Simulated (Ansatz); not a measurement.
# CoS: the cost of one run

Computed with Ansatz 0.2.0 through its Python package. Level of theory: DFT PBEsol+D3(BJ), plane waves, norm-conserving potentials.

**1. The structure**

Symmetry: P4/nmm, No. 129, tetragonal system. The conventional cell has a = 3.623 Å, b = 3.623 Å, c = 5.013 Å, α = 90.00°, β = 90.00°, γ = 90.00°. Co (site symmetry -4m2) has 4 S at 2.16 Å as nearest neighbours. S (site symmetry 4mm) has 4 Co at 2.16 Å as nearest neighbours.

The script reads cos.cif:

```cif
data_CoS
_cell_length_a 3.623375
_cell_length_b 3.623375
_cell_length_c 5.012886
_cell_angle_alpha 90.00000
_cell_angle_beta 90.00000
_cell_angle_gamma 90.00000
_symmetry_space_group_name_H-M 'P 1'
_symmetry_Int_Tables_number 1
loop_
_symmetry_equiv_pos_as_xyz
'x, y, z'
loop_
_atom_site_label
_atom_site_type_symbol
_atom_site_fract_x
_atom_site_fract_y
_atom_site_fract_z
Co1 Co    0.000000    0.000000    0.000000
Co2 Co    0.500000    0.500000    0.000000
S3 S    0.500000    0.000000    0.765095
S4 S    0.000000    0.500000    0.234905
```

**2. The script**

Contents of run_kconv.py:

```python
"""k-point test for CoS."""

from dataclasses import dataclass

import ansatz
from ase.io import read
import matplotlib.pyplot as plt


@dataclass(frozen=True)
class RunConfig:
    xc: str = "pbesol"
    dispersion: str = "d3bj"
    smearing: str = "fermi_dirac"
    smearing_width: float = 0.3
    n_empty: int = 16


cfg = RunConfig()

atoms = read("cos.cif")
cell = ansatz.Crystal.from_ase(atoms).moments(Co=2.5)

job = (
    cell.calculation()
    .functional(cfg.xc, dispersion=cfg.dispersion)
    .pseudopotentials("nc")
    .accuracy("low")
    .occupations(cfg.smearing, width=cfg.smearing_width)
    .spin("collinear")
    .scf(extra_bands=cfg.n_empty)
)

rows = []
for value in [(2, 2, 2), (3, 3, 2), (4, 4, 3), (5, 5, 4), (6, 6, 5), (8, 8, 6)]:
    report = job.kpoints(*value).run().report
    rows.append((value, report["free_energy_ev"] / len(report["lattice"]["sites"]), report["n_iterations"], report["magnetization_mub"], report["n_kpoints"]))

print("        mesh   F/atom (eV)    iterations  moment (muB)      k-points")
for row in rows:
    print(f"{str(row[0]):>12s}  {row[1]:12.5f}  {row[2]:12d}  {row[3]:12.3f}  {row[4]:12d}")

# differences from the last row
for row in rows[:-1]:
    shift = 1000 * (row[1] - rows[-1][1])
    print(f"{row[0]}: {shift:+.2f} meV/atom" + ("  (within 5 meV)" if abs(shift) < 5 else ""))
plt.figure(figsize=(4.5, 3))
plt.plot([str(row[0]) for row in rows], [1000 * (row[1] - rows[-1][1]) for row in rows], "o-")
plt.xlabel("mesh")
plt.ylabel("F - F(last) (meV/atom)")
plt.tight_layout()
plt.savefig("kconv.png", dpi=100)
```

**3. The input behind the calls**

The engine receives this input (first run):

```yaml
crystal:
  lattice:
    - [3.623375, 0.0, 0.0]
    - [0.0, 3.623375, 0.0]
    - [0.0, 0.0, 5.012886]
  atoms:
    - { symbol: Co, position: [0.0, 0.0, 0.0] }
    - { symbol: Co, position: [0.5, 0.5, 0.0] }
    - { symbol: S, position: [0.5, 0.0, 0.765095] }
    - { symbol: S, position: [0.0, 0.5, 0.23490500000000003] }
accuracy: low
kpoints:
  mp_grid:
    grid: [2, 2, 2]
hamiltonian:
  xc: pbesol
  dispersion: d3bj
  pseudopotentials:
    kind: nc
magnetization:
  spin_polarized: true
  per_species:
    Co: 2.5
scf:
  n_extra_bands: 16
  occupations:
    method: fermi_dirac
    width: 0.3
```

**4. The run**

Started as:

```
python run_kconv.py
```

What time and memory should one allow on 1 thread of Intel Xeon Platinum 8488C (Sapphire Rapids), shared host?

About 3.8 min, with a peak of 1.3 GiB.
